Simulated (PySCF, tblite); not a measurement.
# C₆H₁₀BClO: geometry, infrared bands and NMR shifts

What infrared bands and NMR shifts should C₆H₁₀BClO (`COCB[C@@H]1C/C1=C/Cl`) show?

The runs use tblite 0.8.0 and PySCF 2.14.0, with density-fitted response routines of our own; the level of theory stands in each step. All values are computed, except where a source is named. Atoms are numbered from 0 throughout.

## 1. The molecule as given

19 atoms, charge 0, multiplicity 1; geometry from: force field or distance geometry start.

Bonds of the start (Å): C0–O1 1.39, O1–C2 1.38, C2–B3 1.60, B3–C4 1.60, C4–C5 1.51, C5–C6 1.49, C6–C7 1.32, C7–Cl8 1.75, C6–C4 1.51, C0–H9 1.12, C0–H10 1.10, C0–H11 1.11, C2–H12 1.10, C2–H13 1.10, B3–H14 1.19, C4–H15 1.10, C5–H16 1.11, C5–H17 1.10, C7–H18 1.09.

## 2. Optimising the geometry with GFN2-xTB

Job settings and geometry (Å):

```
{"job": {"kind": "relax", "xc": "GFN2-xTB", "basis": "xTB"}, "charge": 0, "multiplicity": 1}
C      3.585000     0.745300    -0.373200
O      2.225000     1.005200    -0.281300
C      1.440200    -0.131800    -0.333500
B     -0.063400     0.394500    -0.210600
C     -1.143500    -0.291000     0.756900
C     -1.795700    -1.533600     0.202000
C     -2.512500    -0.235100     0.121100
C     -3.605800     0.398400    -0.255300
Cl    -3.738200     2.122700     0.021800
H      4.090600     1.745000    -0.299600
H      3.895600     0.297700    -1.324900
H      3.970700     0.152300     0.486900
H      1.473100    -0.651300    -1.300700
H      1.673600    -0.874900     0.437200
H     -0.429700     1.275000    -0.924500
H     -1.133200    -0.097500     1.842900
H     -1.331100    -1.914700    -0.731500
H     -2.176800    -2.281400     0.908800
H     -4.433700    -0.115300    -0.734700
```

Launch:

```bash
OMP_NUM_THREADS=1 python probes_run.py task.json out
```

This one command runs all jobs of the session in turn.

**Question.** This job is followed by: GFN2-xTB harmonic vibrations, gas phase; GIAO PBE0/pcSseg-1 NMR shielding, non-relativistic, gas phase. What will the session give for the following? strongest single infrared mode (GFN2-xTB); zero-point energy (GFN2-xTB); 13C shifts against TMS (PBE0/pcSseg-1); 1H shifts against TMS (PBE0/pcSseg-1, means over atoms taken as alike); 17O shifts against H2O (PBE0/pcSseg-1); 11B shifts against BF3·OEt2 (PBE0/pcSseg-1); 35Cl shifts against HCl (PBE0/pcSseg-1).

**Answer**, as computed:

```
                                                              quantity                                               value
                             strongest single infrared mode (GFN2-xTB)                               1082 cm⁻¹, 171 km/mol
                                          zero-point energy (GFN2-xTB)                                       91.0 kcal/mol
                                13C shifts against TMS (PBE0/pcSseg-1)            136.4, 121.2, 81.5, 63.8, 22.2, 20.1 ppm
1H shifts against TMS (PBE0/pcSseg-1, means over atoms taken as alike)  6.94, 6.57, 3.98, 3.89, 3.49, 2.05, 1.97, 1.67 ppm
                                17O shifts against H2O (PBE0/pcSseg-1)                                            16.6 ppm
                           11B shifts against BF3·OEt2 (PBE0/pcSseg-1)                                            83.3 ppm
                               35Cl shifts against HCl (PBE0/pcSseg-1)                                             210 ppm
```

In words: Over 188 steps the energy fell by 0.641 eV; of the close pairs, B3–C4 changed most, 1.604 to 1.546 Å. All 51 modes are real, so the xTB geometry is a minimum. The strongest single mode, at 1082 cm⁻¹, is spread over several atoms, O1, B3, H15, C0 among them. Unscaled tight-binding wavenumbers are off by several per cent, some by more. Its intensities can rank the bands wrongly. At PBE0/pcSseg-1: The largest span, 466 ppm, is at Cl8, where the paramagnetic term is -409 ppm.
